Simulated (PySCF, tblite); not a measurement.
# C4H7O2P: geometry, infrared bands and NMR shifts

Wanted: the infrared bands and NMR shifts of C4H7O2P (`C=CP(=O)(O)C=C`), by calculation.

The runs use tblite 0.8.0 and PySCF 2.14.0, with density-fitted response routines of our own; the level of theory stands in each step. All values are computed, except where a source is named. Atoms are numbered from 0 throughout.

## Step 1: The molecule as given

14 atoms, charge 0, multiplicity 1; geometry from: force field or distance geometry start.

Bonds of the start (Å): C0–C1 1.35, C1–P2 1.77, P2–O3 1.49, P2–O4 1.63, P2–C5 1.75, C5–C6 1.35, C0–H7 1.08, C0–H8 1.09, C1–H9 1.07, O4–H10 0.97, C5–H11 1.08, C6–H12 1.09, C6–H13 1.08.

## Step 2: Geometry optimisation with GFN2-xTB

What the job is given:

```
{"job": {"kind": "relax", "xc": "GFN2-xTB", "basis": "xTB"}, "charge": 0, "multiplicity": 1}
C     -0.424600    -1.429200    -1.950600
C     -0.907900    -0.443200    -1.172000
P     -0.486600    -0.266600     0.537800
O     -0.247300    -1.448000     1.408500
O     -1.794400     0.497500     1.141000
C      0.674700     1.042100     0.449000
C      1.873900     1.021700     1.059400
H     -0.722100    -1.494900    -2.987000
H      0.250600    -2.182400    -1.556700
H     -1.597100     0.272900    -1.581100
H     -1.767400     0.500000     2.108100
H      0.406200     1.918000    -0.123000
H      2.174400     0.159600     1.663100
H      2.567100     1.851800     0.981300
```

Started as:

```sh
$ OMP_NUM_THREADS=1 python probes_run.py task.json out
```

One launch serves the whole session: the jobs run in the order shown.

**Question.** This job is followed by: GFN2-xTB harmonic vibrations, gas phase; GIAO PBE0/pcSseg-1 NMR shielding, non-relativistic, gas phase. What will the session give for the following? strongest single infrared mode (GFN2-xTB); zero-point energy (GFN2-xTB); 13C shifts against TMS (PBE0/pcSseg-1, means over atoms taken as alike); 1H shifts against TMS (PBE0/pcSseg-1, means over atoms taken as alike); 31P shifts against H3PO4 (PBE0/pcSseg-1); 17O shifts against H2O (PBE0/pcSseg-1).

The runs gave:

```
                                                               quantity                       value
                              strongest single infrared mode (GFN2-xTB)        798 cm⁻¹, 300 km/mol
                                           zero-point energy (GFN2-xTB)               63.3 kcal/mol
13C shifts against TMS (PBE0/pcSseg-1, means over atoms taken as alike)            140.5, 140.3 ppm
 1H shifts against TMS (PBE0/pcSseg-1, means over atoms taken as alike)  6.63, 6.43, 6.40, 2.49 ppm
                               31P shifts against H3PO4 (PBE0/pcSseg-1)                    19.8 ppm
                                 17O shifts against H2O (PBE0/pcSseg-1)            113.9, 110.6 ppm
```

Over 101 steps the energy fell by 0.287 eV; of the close pairs, P2–C5 changed most, 1.752 to 1.815 Å. All 36 modes are real, so the xTB geometry is a minimum. The strongest single mode, at 798 cm⁻¹, moves mainly O4 and P2. GFN2-xTB is a fitted tight-binding method: band positions and strengths are rough. Its intensities can rank the bands wrongly. C1, C5 (mean) (alkene CH) lies farthest downfield among carbon, at 140.5 ppm; as expected for a trigonal carbon in a double bond. At PBE0/pcSseg-1: The largest span, 254 ppm, is at C0, C6, where the paramagnetic term is -208 ppm.
